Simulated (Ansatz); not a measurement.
This script makes an atomisation energy of CH2OSTe, SMILES OC(=S)[TeH] with the Ansatz DFT code, driven from Python.

Script `tae.py`:
```python
# -*- coding: utf-8 -*-
from collections import Counter

import ansatz as az


def single_point(molecule, charge=0, unpaired=0):
    calc = molecule.calculation().basis(gaussian="def2-SVP").functional("r2scan", dispersion="d3bj")
    if charge:
        calc = calc.charge(charge)
    if unpaired:
        calc = calc.spin("collinear", total=unpaired)
    report = calc.run(threads=1, pin="off").report
    if report["published_state_doubts"]:
        print("  doubts:", report["published_state_doubts"])
    return report["free_energy_ev"]


def main():
    geometry_ang = [
        ("O", (1.3496, -0.1041, -0.6347)),
        ("C", (0.2072, -0.5607, 0.0546)),
        ("S", (0.3876, -1.771, 1.1112)),
        ("Te", (-1.6476, 0.26, -0.2555)),
        ("H", (1.1858, 0.6877, -1.3294)),
        ("H", (-1.4405, 1.4241, 1.0077)),
    ]
    molecule = az.Crystal.molecule()
    for symbol, xyz in geometry_ang:
        molecule = molecule.atom(symbol, xyz)

    unpaired = {"O": 2, "C": 2, "S": 2, "Te": 2, "H": 1}
    counts = Counter(site.symbol for site in molecule.cartesian_sites)
    atom_energy = {s: single_point(az.Crystal.molecule().atom(s, (0, 0, 0)), 0, unpaired[s]) for s in counts}
    whole = single_point(molecule, 0, 0)
    for s, e in atom_energy.items():
        print(f"{s:2s} x{counts[s]}  {e:14.5f} eV")
    print(f"CH2OSTe: {whole:.5f} eV")
    split = sum(counts[s] * e for s, e in atom_energy.items()) - whole
    print(f"atomisation energy (no zero-point term): {split:.3f} eV, {split / sum(counts.values()):.3f} eV an atom")


if __name__ == "__main__":
    main()
```

What does it cost to take this molecule apart into atoms?

19.490 eV from the electronic energies, without the zero-point term.

The output:

Running `python tae.py` prints:
```text
DeckWarning: the engine holds no damping parameters fitted to this dispersion correction and functional, so the run takes those fitted to r2scan beside the three-body term, which d3bj leaves out (hamiltonian.dispersion, under Limitations)
O  x1     -2039.86316 eV
C  x1     -1028.24726 eV
S  x1    -10828.75057 eV
Te x1     -7294.80548 eV
H  x2       -13.58417 eV
CH2OSTe: -21238.32469 eV
atomisation energy (no zero-point term): 19.490 eV, 3.248 eV an atom
```
(Warnings from the package without file and line.)

Total energies depend on the basis set; only differences at equal settings carry meaning. The geometry is a force-field or estimated start, not a minimum of this method, and the basis set is short of its limit. All parts are taken at fixed geometry, without zero-point energy. def2 sets replace the cores of elements past krypton by effective core potentials. The spin-orbit lowering of heavy atoms is left out. A dispersion term here runs with damping parameters fitted for another variant or functional. Hardware and time: 8.7 s on 1 thread of Arm Neoverse V2, with other jobs on the host, peak memory 0.19 GiB.
